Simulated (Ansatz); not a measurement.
**CsCaBr3 (element-swapped structure): how the settings move a single-point run**

Aim: see which settings change the result for CsCaBr3 (element-swapped structure), by how much, and at what cost.

Program: Ansatz 0.2.0. Level of theory: reference: DFT r2SCAN, plane waves, PAW, scalar-relativistic, no spin polarisation. These are calculated values, not measurements.

## 1. The system as given

It takes space group P6_3mc (No. 186, hexagonal). Conventional cell: a = 7.803 Å, b = 7.803 Å, c = 6.690 Å, α = 90.00°, β = 90.00°, γ = 120.00°. Br (site symmetry m) has 2 Ca at 2.65 to 2.86 Å as nearest neighbours. Ca (site symmetry 3m) has 6 Br at 2.65 to 2.86 Å as nearest neighbours. Around Cs (site symmetry 3m) lie 12 Br at 3.90 to 4.19 Å.

Coordinates:

```
Br Ca Cs
1.0
     3.90141    6.75744    0.00000
    -3.90141    6.75744    0.00000
     0.00000    0.00000    6.69019
Br Ca Cs
6 2 2
Direct
  0.16140 0.67720 0.27150
  0.32280 0.83860 0.77150
  0.16140 0.16140 0.27150
  0.83860 0.32280 0.77150
  0.67720 0.16140 0.27150
  0.83860 0.83860 0.77150
  0.00000 0.00000 0.99540
  0.00000 0.00000 0.49540
  0.33330 0.33340 0.75000
  0.66660 0.66670 0.25000
```

## 2. Baseline

File input.yaml:

```yaml
crystal:
  lattice:
    - [3.901413, 6.757444, 0.0]
    - [-3.901413, 6.757444, 0.0]
    - [0.0, 0.0, 6.690193]
  atoms:
    - { symbol: Br, position: [0.1614, 0.6772, 0.2715] }
    - { symbol: Br, position: [0.3228, 0.8386, 0.7715] }
    - { symbol: Br, position: [0.1614, 0.1614, 0.2715] }
    - { symbol: Br, position: [0.8386, 0.3228, 0.7715] }
    - { symbol: Br, position: [0.6772, 0.1614, 0.2715] }
    - { symbol: Br, position: [0.8386, 0.8386, 0.7715] }
    - { symbol: Ca, position: [0.0, 0.0, 0.9954] }
    - { symbol: Ca, position: [0.0, 0.0, 0.4954] }
    - { symbol: Cs, position: [0.3333, 0.3334, 0.75] }
    - { symbol: Cs, position: [0.6666, 0.6667, 0.25] }
  symmetry: { tolerance: 0.0003 }
kpoints:
  mp_grid: { grid: [3, 3, 3], shift: [0, 0, 0] }
magnetization:
  spin_polarized: false
scf:
  occupations: { method: fermi_dirac }
hamiltonian:
  pseudopotentials: { kind: paw }
  xc: r2scan
basis:
  ecutwfc: 500
output:
  forces: true
  stress: true
  eigenvalues: true
```

The run is started by

```sh
$ ansatz run input.yaml --threads 1 --pin off --max-ram 2560MiB --backend cpu --events-out ev --progress --plain --runs-dir out
```

## 3. Variant: occupations.method gaussian, occupations.width 0.3

input.yaml: that of step 2 with these lines changed.

```diff
@@ -22,3 +22,3 @@
 scf:
-  occupations: { method: fermi_dirac }
+  occupations: { method: gaussian, width: 0.3 }
 hamiltonian:
```

## 4. Variant: chi_scale 0.3, accuracy medium

input.yaml: that of step 2 with these lines changed.

```diff
@@ -23,2 +23,3 @@
   occupations: { method: fermi_dirac }
+  initial_density: { chi_scale: 0.3 }
 hamiltonian:
@@ -32 +33,6 @@
   eigenvalues: true
+  write_density: true
+  write_potential: true
+  elf: true
+  volumetric_format: npy
+accuracy: medium
```

## 5. Variant: chi_scale 0.3, lower_state_search off, ecutwfc 14.7 Ry

input.yaml: that of step 2 with these lines changed.

```diff
@@ -23,2 +23,4 @@
   occupations: { method: fermi_dirac }
+  initial_density: { chi_scale: 0.3 }
+  lower_state_search: "off"
 hamiltonian:
@@ -27,3 +29,3 @@
 basis:
-  ecutwfc: 500
+  ecutwfc: "14.7 Ry"
 output:
@@ -32 +34,5 @@
   eigenvalues: true
+  write_density: true
+  write_potential: true
+  elf: true
+  volumetric_format: npy
```

## 6. Changed: pseudopotentials.kind nc, accuracy medium

input.yaml: that of step 2 with these lines changed.

```diff
@@ -24,3 +24,3 @@
 hamiltonian:
-  pseudopotentials: { kind: paw }
+  pseudopotentials: { kind: nc }
   xc: r2scan
@@ -32 +32,2 @@
   eigenvalues: true
+accuracy: medium
```

Q: Predict the outcome of this session. Wanted: for each run, ending; energy change; pressure; gap; force.

**Answer**, as computed:

| run | ending | energy change | pressure (GPa) | gap (eV) | force (eV/Å) | cycles | time |
| --- | --- | --- | --- | --- | --- | --- | --- |
| reference | converged | 0 | 3.5 | 4.88 | 1.29 | 6 | 28 s |
| 1: occupations.method gaussian, occupations.width 0.3 | converged | 0.0 meV/atom (σ→0) | 3.5 | 4.88 | 1.29 | 6 | 28 s |
| 2: chi_scale 0.3, accuracy medium | converged | 0.0 meV/atom | 3.5 | 4.88 | 1.29 | 11 | 59 s |
| 3: chi_scale 0.3, lower_state_search off, ecutwfc 14.7 Ry | converged | +872.9 meV/atom | 3.8 | 5.19 | 1.35 | 11 | 19 s |
| 4: pseudopotentials.kind nc, accuracy medium | converged | not comparable | 3.7 | 5.14 | 1.36 | 8 | 36 s |

Times don't compare one to one where runs were asked for different outputs or read a saved state (see the inputs); cycles may leave out searches for a lower state.

Residual by cycle in the longest SCF loop of each run; runs are numbered as in the table. The quantity is the density residual dr2, in eV.

| cycle | reference | run 1 | run 2 | run 3 | run 4 |
| --- | --- | --- | --- | --- | --- |
| 1 | 0.0965 | 0.0927 | 1.1e3 | 767 | 18 |
| 2 | 0.0106 | 0.0112 | 41.4 | 17.6 | 1.17 |
| 3 | 6.4e-4 | 5.5e-4 | 16.3 | 6.85 | 0.176 |
| 4 | 3.2e-5 | 2.8e-5 | 2.59 | 0.52 | 0.00725 |
| 5 | 1.1e-6 | 1.0e-6 | 0.215 | 0.0395 | 4.4e-4 |
| 6 | 6.7e-8 | 5.6e-8 | 0.0238 | 0.00496 | 1.9e-5 |
| 7 | - | - | 0.00573 | 0.00131 | 3.5e-6 |
| 8 | - | - | 0.0011 | 3.6e-4 | 8.3e-8 |
| 9 | - | - | 6.2e-5 | 6.5e-6 | - |
| 10 | - | - | 2.1e-7 | 4.7e-8 | - |
| 11 | - | - | 1.5e-8 | 2.3e-9 | - |

**Reading.** Runs 3 and 4 ran under the cutoff that the potentials recommend, as the log warns, so basis error is mixed into their values, and swamps them where the cutoff is far short. The gap of the reference lacks spin-orbit coupling, though the cell holds Cs.

Caveats on the reference run: the structure is made up and not relaxed.

The gaps are Kohn-Sham values of a semilocal functional, not quasiparticle or optical gaps. Such gaps usually fall short of the measured ones.
